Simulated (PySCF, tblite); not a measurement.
**C4H9B2BrO: geometry, infrared bands and NMR shifts**

What infrared bands and NMR shifts should C4H9B2BrO (`BrB1BCCCCO1`) show?

The runs use tblite 0.8.0 and PySCF 2.14.0, with density-fitted response routines of our own; the level of theory stands in each step. All values are computed, except where a source is named. Atoms are numbered from 0 throughout.

## 1. Starting geometry

17 atoms, charge 0, multiplicity 1; geometry from: force field or distance geometry start.

Bonds of the start (Å): Br0–B1 2.02, B1–B2 1.64, B2–C3 1.57, C3–C4 1.52, C4–C5 1.51, C5–C6 1.52, C6–O7 1.40, O7–B1 1.48, B2–H8 1.20, C3–H9 1.12, C3–H10 1.11, C4–H11 1.09, C4–H12 1.13, C5–H13 1.12, C5–H14 1.11, C6–H15 1.13, C6–H16 1.10.

## 2. Optimising the geometry with GFN2-xTB

Job settings and geometry (Å):

```
{"job": {"kind": "relax", "xc": "GFN2-xTB", "basis": "xTB"}, "charge": 0, "multiplicity": 1}
Br     1.702300     3.397300    -0.106500
B      0.889600     1.585800     0.258900
B     -0.750100     1.503000     0.209300
C     -1.639400     0.221300    -0.004100
C     -0.745600    -0.996700    -0.165600
C      0.243200    -1.115300     0.969000
C      1.597600    -0.694000     0.435700
O      1.882700     0.624900     0.797500
H     -1.317700     2.510900     0.542400
H     -2.405000     0.063000     0.798500
H     -2.171600     0.341300    -0.975400
H     -1.279800    -1.930300    -0.349900
H     -0.145800    -0.756500    -1.087200
H      0.232200    -2.188100     1.297400
H     -0.068500    -0.474900     1.814000
H      2.409300    -1.346200     0.869800
H      1.559700    -0.733300    -0.664400
```

Command:

```console
$ OMP_NUM_THREADS=1 python probes_run.py task.json out
```

One launch serves the whole session: the jobs run in the order shown.

**Question.** This job is followed by: GFN2-xTB harmonic vibrations, gas phase; GIAO PBE0/pcSseg-1 NMR shielding, non-relativistic, gas phase. What will the session give for the following? strongest single infrared mode (GFN2-xTB); zero-point energy (GFN2-xTB); ¹³C shifts against TMS (PBE0/pcSseg-1); ¹H shifts against TMS (PBE0/pcSseg-1, means over atoms taken as alike); ⁷⁹Br shifts against HBr (PBE0/pcSseg-1); ¹¹B shifts against BF3·OEt2 (PBE0/pcSseg-1); ¹⁷O shifts against H2O (PBE0/pcSseg-1).

**Answer**, as computed:

| quantity | value |
| --- | --- |
| strongest single infrared mode (GFN2-xTB) | 1301 cm⁻¹, 215 km/mol |
| zero-point energy (GFN2-xTB) | 82.7 kcal/mol |
| ¹³C shifts against TMS (PBE0/pcSseg-1) | 75.6, 40.8, 38.3, 29.0 ppm |
| ¹H shifts against TMS (PBE0/pcSseg-1, means over atoms taken as alike) | 8.71, 4.69, 2.04, 1.93, 1.63 ppm |
| ⁷⁹Br shifts against HBr (PBE0/pcSseg-1) | 419 ppm |
| ¹¹B shifts against BF3·OEt2 (PBE0/pcSseg-1) | 99.2, 46.5 ppm |
| ¹⁷O shifts against H2O (PBE0/pcSseg-1) | 234.8 ppm |

What this shows: Over 95 steps the energy fell by 1.172 eV; of the close pairs, B1–O7 changed most, 1.483 to 1.328 Å. All 45 modes are real, so the xTB geometry is a minimum. The strongest single mode, at 1301 cm⁻¹, has its largest shares on B1, O7, C6 and H16 (the list is cut at 4 atoms). GFN2-xTB is a fitted tight-binding method: band positions and strengths are rough. Its intensities can rank the bands wrongly. The most deshielded carbon is C6 (sp3 CH2 bonded to O), at 75.6 ppm: deshielded by the electronegative neighbour. At PBE0/pcSseg-1: The largest span, 1033 ppm, is at Br0, where the paramagnetic term is -922 ppm. Spin-orbit coupling is left out, which matters for shieldings and couplings at and beside the heavy atoms.
